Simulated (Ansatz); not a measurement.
# C₆H₅F₃Hf: ionisation energy by level of theory

The task here is to estimate one member of a computed series from the others.

Program: Ansatz 0.2.0, Gaussian basis. Level of theory: unrestricted cation, the program's frozen cores in correlated methods. These are calculated values, not measurements.

The runs, in order: UKS PBE-D4/def2-TZVPP; UKS r2SCAN-D4/def2-TZVPP; UKS PBE0-D4/def2-TZVPP; UKS B3LYP-D4/def2-TZVPP; UKS wB97X-V/def2-TZVPP; UKS wB97M-V/def2-TZVPP; UKS B2PLYP/def2-TZVPP; UHF-MP2/def2-TZVPP; UHF-MP2/def2-QZVPP; then −ε(HOMO) from the neutral's earlier runs with LDA (SPW92), PBE-D4, revPBE-D4, BLYP-D4, r2SCAN-D4, B97M-V, PBE0-D4, B3LYP-D4, r2SCANh-D4, r2SCAN0-D4, HSE06-D4, BHLYP-D4, CAM-B3LYP-D4, LC-ωPBE, ωB97X-V, ωB97M-V.

1 further run of the same task is left out (it didn't finish).

### The relaxed structure

All runs share one geometry, relaxed beforehand with PBE0-D4 in a triple-zeta def2 set. Hf takes the def2 core potential; no spin-orbit term is included.

SMILES `[F][Hf]([F])([F])[c]1ccccc1`, 15 atoms, charge 0, spin multiplicity 1.

Atoms are counted from 1 here; the program's logs count them from 0.

Bond lengths: F1–Hf2 1.903 Å, Hf2–F3 1.902 Å, Hf2–F4 1.902 Å, Hf2–C5 2.197 Å, C5–C6 1.401 Å, C5–C10 1.401 Å, C6–C7 1.386 Å, C6–H11 1.088 Å, C7–C8 1.388 Å, C7–H12 1.084 Å, C8–C9 1.387 Å, C8–H13 1.084 Å, C9–C10 1.387 Å, C9–H14 1.084 Å, C10–H15 1.087 Å. Angles: F1–Hf2–F3 112.8°, F1–Hf2–F4 112.8°, F1–Hf2–C5 105.9°, F3–Hf2–F4 110.6°, F3–Hf2–C5 107.2°, F4–Hf2–C5 107.2°, Hf2–C5–C6 121.0°, Hf2–C5–C10 121.4°, C6–C5–C10 117.6°, C5–C6–C7 121.4°, C5–C6–H11 120.4°, C7–C6–H11 118.1°, C6–C7–C8 119.8°, C6–C7–H12 120.1°, C8–C7–H12 120.1°, C7–C8–C9 120.0°, C7–C8–H13 120.0°, C9–C8–H13 120.0° and more.

Geometry (Å):

```
F    -3.05199   -1.85097    1.02599
Hf   -2.51826   -0.85702   -0.50641
F    -2.44125   -1.91942   -2.08223
F    -3.58866    0.68916   -0.79186
C    -0.47587   -0.16348   -0.09125
C     0.22487    0.61693   -1.02012
C     1.51439    1.05797   -0.76646
C     2.13430    0.72555    0.42975
C     1.46433   -0.04571    1.36788
C     0.17413   -0.48408    1.10825
H    -0.23520    0.89345   -1.96621
H     2.03732    1.66096   -1.50036
H     3.14282    1.06908    0.63087
H     1.94839   -0.30551    2.30274
H    -0.32933   -1.08692    1.85945
```

The first run:

in.yaml reads:

```yaml
crystal:
  periodic: [false, false, false]
  atoms:
    - {symbol: F, position_ang: [-3.051986, -1.850973, 1.025988]}
    - {symbol: Hf, position_ang: [-2.518264, -0.857016, -0.506409]}
    - {symbol: F, position_ang: [-2.441252, -1.919423, -2.082235]}
    - {symbol: F, position_ang: [-3.588661, 0.689163, -0.791856]}
    - {symbol: C, position_ang: [-0.475869, -0.163475, -0.091247]}
    - {symbol: C, position_ang: [0.224873, 0.616926, -1.020117]}
    - {symbol: C, position_ang: [1.514392, 1.057966, -0.766465]}
    - {symbol: C, position_ang: [2.134301, 0.725551, 0.429748]}
    - {symbol: C, position_ang: [1.464333, -0.045705, 1.367883]}
    - {symbol: C, position_ang: [0.174129, -0.484082, 1.108250]}
    - {symbol: H, position_ang: [-0.235197, 0.893453, -1.966214]}
    - {symbol: H, position_ang: [2.037316, 1.660960, -1.500362]}
    - {symbol: H, position_ang: [3.142815, 1.069078, 0.630865]}
    - {symbol: H, position_ang: [1.948386, -0.305513, 2.302743]}
    - {symbol: H, position_ang: [-0.329326, -1.086921, 1.859447]}
basis:
  gaussian: {orbitals: def2-TZVPP}
total_charge: 1
magnetization: {spin_polarized: true, initial_magnetization: 1}
hamiltonian: {xc: pbe, dispersion: d4}
```

The run is started by

```console
$ ansatz run in.yaml --threads 4 --pin off --events-out ev --progress --plain --max-ram 66560MiB --backend cuda --devices 0, --max-vram 37GiB
```

Steps of the session up to this table: Cation, UKS PBE-D4/def2-TZVPP; Cation, UKS r2SCAN-D4/def2-TZVPP; Cation, UKS PBE0-D4/def2-TZVPP; Cation, UKS B3LYP-D4/def2-TZVPP; Cation, UKS wB97X-V/def2-TZVPP; Cation, UKS wB97M-V/def2-TZVPP; Cation, UKS B2PLYP (frozen core)/def2-TZVPP; Cation, UHF-MP2/def2-TZVPP; Cation, UHF-MP2/def2-QZVPP.

One of the session's tables, all rows but one given; the rest of the session is left out.

For comparison, −ε(HOMO) of the neutral from earlier runs:

| functional | −ε(HOMO) (eV) |
| --- | --- |
| LDA (SPW92) | 6.91 |
| PBE-D4 | 6.66 |
| revPBE-D4 | 6.57 |
| BLYP-D4 | 6.47 |
| r2SCAN-D4 | 6.84 |
| B97M-V | 6.77 |
| PBE0-D4 | 7.65 |
| B3LYP-D4 | 7.42 |
| r2SCANh-D4 | 7.22 |
| r2SCAN0-D4 | ? |
| HSE06-D4 | 7.26 |
| BHLYP-D4 | 8.42 |
| CAM-B3LYP-D4 | 8.84 |
| LC-ωPBE | 10.12 |
| ωB97X-V | 9.78 |
| ωB97M-V | 9.71 |

**Question.** Estimate the row for r2SCAN0-D4.

Worked estimate for «−ε(HOMO) (eV)». Against the share of exact exchange, r2SCAN-D4 (0, 6.84), r2SCANh-D4 (0.1, 7.22) give a slope of 3.80 per unit share; at 0.25 the line stands at 7.79.

As computed: −ε(HOMO) (eV): 7.78. In «−ε(HOMO) (eV)» the line misses by +0.01.

Limits of these values: The cation may have settled in a state other than its lowest; no search over hole states beyond the program's own was made.
